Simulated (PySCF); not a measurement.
# [AsF4]+: singlet, from a tetrahedral start

Where does singlet [AsF4]+ go from a tetrahedral start, is the end point a minimum, and what are its modes, charges and moments?

Computed with PySCF 2.14.0. Level: PBE0, basis As def2-SVP, F def2-SVP, no relativity, density fitting.

### 1 Starting geometry

5 atoms, charge 1, spin multiplicity 1.

Bond lengths: As1–F2 1.813 Å, As1–F3 1.813 Å, As1–F4 1.813 Å, As1–F5 1.813 Å. Angles: F2–As1–F3 109.5°, F2–As1–F4 109.5°, F2–As1–F5 109.5°, F3–As1–F4 109.5°, F3–As1–F5 109.5°, F4–As1–F5 109.5°.

Z-matrix (Å, degrees; charge 1 multiplicity 1):
```
As
F  1 1.8130
F  1 1.8130 2 109.48
F  1 1.8130 2 109.47 3 120.00
F  1 1.8130 2 109.47 3 -120.00
```

### 2 The SCF at the typed geometry

The steps below are one call of a driver around PySCF. For each, scf.py gives the equivalent set-up of the SCF; relaxations use the driver's own optimiser. After this first run the driver tries any further starts and a stability analysis.

Input file scf.py:

```python
from pyscf import gto, scf, dft
mol = gto.M(atom='''
As     0.000000     0.000000     0.000000
F      1.480400     0.000000     1.046600
F     -1.480400     0.000000     1.046600
F      0.000000     1.480400    -1.046600
F     -0.000000    -1.480400    -1.046600''',
    basis={'As': 'def2-SVP', 'F': 'def2-SVP'},
    charge=1, spin=0)
mf = dft.RKS(mol, xc='PBE0')
mf.grids.atom_grid = (50, 194)
aux = {'As': 'def2-universal-JKFIT', 'F': 'def2-universal-JKFIT'}
mf = mf.density_fit(auxbasis=aux)
mf.conv_tol = 1e-08
mf.diis_space = 10
mf.max_cycle = 60
mf.init_guess = 'minao'
mf.verbose = 4
mf.kernel()
```

Started as:

```sh
OMP_NUM_THREADS=2 python axn.py task.json out
```

The runs that follow: Relaxing the singlet from the tetrahedral start; Hessian and properties.

**Question.** What will these runs give? Wanted: minimum; geometry; wavenumbers; dipole moment; highest occupied, lowest empty level; polar-tensor charge of As1; zero-point energy.

The runs gave:

```
                            quantity                                  value
                             minimum                            singlet, Td
                            geometry  As–F 1.646 Å (×4); F–As–F 109.5° (×6)
                  wavenumbers (cm⁻¹)  186 (e), 294 (t2), 778 (a1), 893 (t2)
      dipole moment (centre of mass)                                 0.00 D
highest occupied, lowest empty level                      -20.58, -10.49 eV
          polar-tensor charge of As1                                +2.58 e
                   zero-point energy                            28.2 kJ/mol
                 entropy at 298.15 K                        300.6 J/(mol K)
```

What this shows: The molecule stays Td, as typed, and the end point is a minimum. In the infrared the band at 893 cm⁻¹ (t2, stretch) leads. Other starts or spin states, not run here, may lie lower.
